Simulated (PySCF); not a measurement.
# CH₆GeO₂Si: electronic excitations and core binding energies

What electronic excitations and core binding energies should CH₆GeO₂Si (`O=C(O)[SiH2][GeH3]`) show?

The runs use PySCF 2.14.0, with density-fitted response routines of our own; the level of theory stands in each step. All values are computed, except where a source is named. Atoms are numbered from 0 throughout.

## (1) The starting structure

11 atoms, charge 0, multiplicity 1; geometry from: GFN2-xTB.

Bonds of the start (Å): O0–C1 1.20, C1–O2 1.34, C1–Si3 1.92, Si3–Ge4 2.33, O2–H5 0.97, Si3–H6 1.46, Si3–H7 1.46, Ge4–H8 1.50, Ge4–H9 1.50, Ge4–H10 1.50.

## (2) Excited states and response: PBE0/def2-SVPD

The job: settings as JSON, then the geometry in Å.

```
{"job": {"kind": "uv", "xc": "PBE0", "basis": "def2-SVPD", "nstates": 8, "ntriplets": 3}, "charge": 0, "multiplicity": 1}
O      2.753809    -0.474930     0.066311
C      1.598146    -0.146568     0.104593
O      1.207537     1.036101     0.611383
Si     0.055307    -1.117419    -0.493385
Ge    -1.615612     0.427442     0.004427
H      1.959804     1.564716     0.928377
H      0.249073    -1.418902    -1.912356
H      0.008549    -2.372133     0.259144
H     -1.735386     0.773189     1.455247
H     -1.474669     1.750306    -0.680785
H     -3.001135    -0.019132    -0.368919
```

Level: TDDFT PBE0/def2-SVPD, vertical, gas phase, core orbitals frozen in the response.

Launch:

```sh
$ OMP_NUM_THREADS=1 python probes_run.py task.json out
```

This one command runs all jobs of the session in turn.

**Question.** This job is followed by: delta-SCF UKS SCAN, pcX-2 on the ionised atom, pcseg-1 elsewhere, spin-free X2C. What will the session give for the following? lowest singlet (PBE0/def2-SVPD); brightest single state of those computed; lowest triplet; O1s binding energies, SCAN/pcX-2; C1s binding energies, SCAN/pcX-2; Si1s binding energies, SCAN/pcX-2; Si2p binding energies, SCAN/pcX-2.

As calculated:

| quantity | value |
| --- | --- |
| lowest singlet (PBE0/def2-SVPD) | 4.86 eV (255 nm), f = 0.000 |
| brightest single state of those computed | state 7, 7.42 eV, f = 0.091 |
| lowest triplet | 4.23 eV |
| O1s binding energies, SCAN/pcX-2 | O2 540.05, O0 538.00 eV |
| C1s binding energies, SCAN/pcX-2 | C1 294.46 eV |
| Si1s binding energies, SCAN/pcX-2 | Si3 1846.71 eV |
| Si2p binding energies, SCAN/pcX-2 | Si3 107.26 eV |

The lowest singlet, at 4.86 eV, is HOMO→LUMO 0.94 and is dark; of the 8 states computed, the strongest absorption comes from state 7 at 7.42 eV. The lowest triplet lies 0.63 eV below the lowest singlet (triplets in Tamm-Dancoff, singlets in full TDDFT). O2 (acid hydroxyl oxygen) binds its O1s electron 2.05 eV more tightly than O0 (carbonyl oxygen).
